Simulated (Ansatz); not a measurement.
I need a projected density of states of Cs2LiYF6, space group Fm-3m. Use the Python package of Ansatz (0.2.0). Settings: LDA, PAW, cutoff 517 eV, 4×4×4 k-points, fixed occupations.

```
CELL_PARAMETERS angstrom
0.00000 4.48083 4.48083
4.48083 0.00000 4.48083
4.48083 4.48083 0.00000
ATOMIC_POSITIONS crystal
Cs 0.25000 0.25000 0.25000
Cs 0.75000 0.75000 0.75000
Li 0.50000 0.50000 0.50000
Y 0.00000 0.00000 0.00000
F 0.24672 0.24672 0.75328
F 0.24672 0.75328 0.75328
F 0.75328 0.75328 0.24672
F 0.24672 0.75328 0.24672
F 0.75328 0.24672 0.75328
F 0.75328 0.24672 0.24672
```

The script, `cs2liyf6_pdos.py`:
```python
"""Projected density of states of Cs2LiYF6."""

import ansatz as az
from ase import Atoms
import numpy as np

atoms = Atoms(
    ["Cs", "Cs", "Li", "Y", "F", "F", "F", "F", "F", "F"],
    scaled_positions=[
        (0.25, 0.25, 0.25),
        (0.75, 0.75, 0.75),
        (0.5, 0.5, 0.5),
        (0.0, 0.0, 0.0),
        (0.246724, 0.246724, 0.753276),
        (0.246724, 0.753276, 0.753276),
        (0.753276, 0.753276, 0.246724),
        (0.246724, 0.753276, 0.246724),
        (0.753276, 0.246724, 0.753276),
        (0.753276, 0.246724, 0.246724),
    ],
    cell=[
        (0.0, 4.480828, 4.480828),
        (4.480828, 0.0, 4.480828),
        (4.480828, 4.480828, 0.0),
    ],
    pbc=True,
)
xtal = az.Crystal.from_ase(atoms)

calculation = (
    xtal.calculation()
    .functional("lda")
    .basis(38 * az.Ry)
    .kpoints(mesh=(4, 4, 4))
    .occupations("Fixed")
    .scf(tolerance=1e-08)
    .scf(extra_bands=26)
    .density_of_states(projected=True, energy_step=0.05)
)
res = calculation.run()
rep = res.report

dos = res.density_of_states()
energy = np.asarray(dos.energies_ev) - dos.fermi_ev
curves = {}
for site in res.projected_density_of_states().sites:
    for shell in site.shells:
        weight = sum(np.sum(curve.g_bin_mean_per_ev, axis=0) for curve in shell.curves)
        name = f"{site.species} {shell.label}"
        curves[name] = curves.get(name, 0) + weight

step = energy[1] - energy[0]
windows = [(-6, -3), (-3, 0), (0, 4)]
print("states by shell in windows of E - E_F (eV):", windows)
for name, g in curves.items():
    print(f"{name:8s}", " ".join(f"{step * g[(energy >= a) & (energy < b)].sum():8.3f}" for a, b in windows))
filled = (energy < 0) & (energy > -6)
for name, g in curves.items():
    if g[filled].sum() * step > 0.5:
        print(f"centre of {name}: {np.average(energy[filled], weights=g[filled]):.2f} eV")
```

```console
$ python cs2liyf6_pdos.py
states by shell in windows of E - E_F (eV): [(-6, -3), (-3, 0), (0, 4)]
Cs 5S       0.001    0.023    0.000
Cs 6S       0.058    0.134    0.000
Cs 5P      10.744    1.058    0.005
Li 1S       0.000    0.004    0.000
Li 2S       0.031    0.119    0.000
Y 4S        0.000    0.013    0.000
Y 5S        0.038    0.104    0.000
Y 4P        0.004    0.124    0.000
Y 4D        0.179    0.943    0.000
F 2S        0.039    0.064    0.000
F 2P        0.895   32.810    0.284
centre of Cs 5P: -3.71 eV
centre of Y 4D: -1.62 eV
centre of F 2P: -0.75 eV
```

Notes:
- Spin is left out of this run.
- Semilocal gaps usually lie well under measured ones.
- With fixed filling the reported Fermi level is the top filled level among the k-points of the SCF.
- The empty d shell of the heavier alkali and alkaline-earth atoms, which makes much of a conduction band, may have no channel.
- The crystal has a gap of about 6.95 eV on the mesh; bins of finite width blur the band edges.
- The structure comes from a database of computed cells and needn't be a stable or known phase.
- Curves are summed over the cell's atoms. Only shells that the potentials hold have channels, so projections don't add up to the total, least of all where a shell is missing (p of most metals); heights and places of peaks move with the mesh.
- The density of states is complete only as far up as bands were computed.
- A band centre counts only the states inside the window taken.
- The whole script took 5.5 s on 1 thread of Intel(R) Xeon(R) Platinum 8488C (Sapphire Rapids), with other jobs on the host, peak memory 0.56 GiB.

(Lines on the test bed's own set-up are left out of the output.)
